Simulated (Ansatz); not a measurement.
# C2H9AlOSi: the cost of one run

Program: Ansatz 0.2.0, Gaussian basis. Level of theory: the settings change from run to run. These are calculated values, not measurements.

## 1. The relaxed structure

The structure was relaxed beforehand with PBE0-D4 in a triple-zeta def2 set.

14 atoms, charge 0, spin multiplicity 1.

Atoms are counted from 1 here; the program's logs count them from 0.

Bond lengths: C1–Si2 1.881 Å, C1–H6 1.093 Å, C1–H7 1.092 Å, C1–H8 1.093 Å, Si2–C3 1.886 Å, Si2–Al4 2.455 Å, Si2–H9 1.499 Å, C3–H10 1.093 Å, C3–H11 1.092 Å, C3–H12 1.093 Å, Al4–O5 1.704 Å, Al4–H13 1.596 Å, O5–H14 0.956 Å. Angles: Si2–C1–H6 110.8°, Si2–C1–H7 111.0°, Si2–C1–H8 110.8°, H6–C1–H7 107.6°, H6–C1–H8 108.2°, H7–C1–H8 108.3°, C1–Si2–C3 110.3°, C1–Si2–Al4 111.9°, C1–Si2–H9 108.1°, C3–Si2–Al4 112.0°, C3–Si2–H9 107.2°, Al4–Si2–H9 107.2°, Si2–C3–H10 110.5°, Si2–C3–H11 111.4°, Si2–C3–H12 111.1°, H10–C3–H11 107.9°, H10–C3–H12 107.9°, H11–C3–H12 107.9° and more.

## 2. HF/cc-pVTZ

This run has unrestricted orbitals, atoms shaken by 0.08 Å, a grid of angular degree 23, the search for lower states set to off.

Input file in.yaml:

```yaml
crystal:
  periodic: [false, false, false]
  atoms:
    - {symbol: C, position_ang: [-1.660640, -0.018038, 0.936666]}
    - {symbol: Si, position_ang: [0.304385, 0.300688, 0.556326]}
    - {symbol: C, position_ang: [1.344359, -1.046300, 1.012268]}
    - {symbol: Al, position_ang: [0.573689, 0.874793, -1.735061]}
    - {symbol: O, position_ang: [-0.860818, 1.015728, -2.689943]}
    - {symbol: H, position_ang: [-1.786623, -0.866184, 0.503325]}
    - {symbol: H, position_ang: [-2.223879, 0.756277, 0.700177]}
    - {symbol: H, position_ang: [-1.736288, -0.240499, 1.997125]}
    - {symbol: H, position_ang: [0.717904, 1.538035, 1.402571]}
    - {symbol: H, position_ang: [1.224726, -1.244448, 2.182703]}
    - {symbol: H, position_ang: [2.294718, -0.914725, 0.946720]}
    - {symbol: H, position_ang: [1.089770, -1.934945, 0.712913]}
    - {symbol: H, position_ang: [2.121577, 0.941878, -2.503236]}
    - {symbol: H, position_ang: [-0.897015, 1.288382, -3.627501]}
basis:
  gaussian: {orbitals: cc-pVTZ, final_grid: {core_spheres: 8, valence_spheres: 7, degree: 23}}
magnetization: {spin_polarized: true, initial_magnetization: 0}
hamiltonian: {xc: {name: HF}}
scf: {lower_state_search: off}
output: {forces: true}
```

Command:

```
$ ansatz run in.yaml --threads 4 --pin off --events-out ev --progress --plain --max-ram 10444MiB
```

**Question.** How long does this run take on 4 threads of Intel Xeon Platinum 8488C, shared host, and how much memory does it need?

About 3.8 s, with a peak of 1.1 GiB.
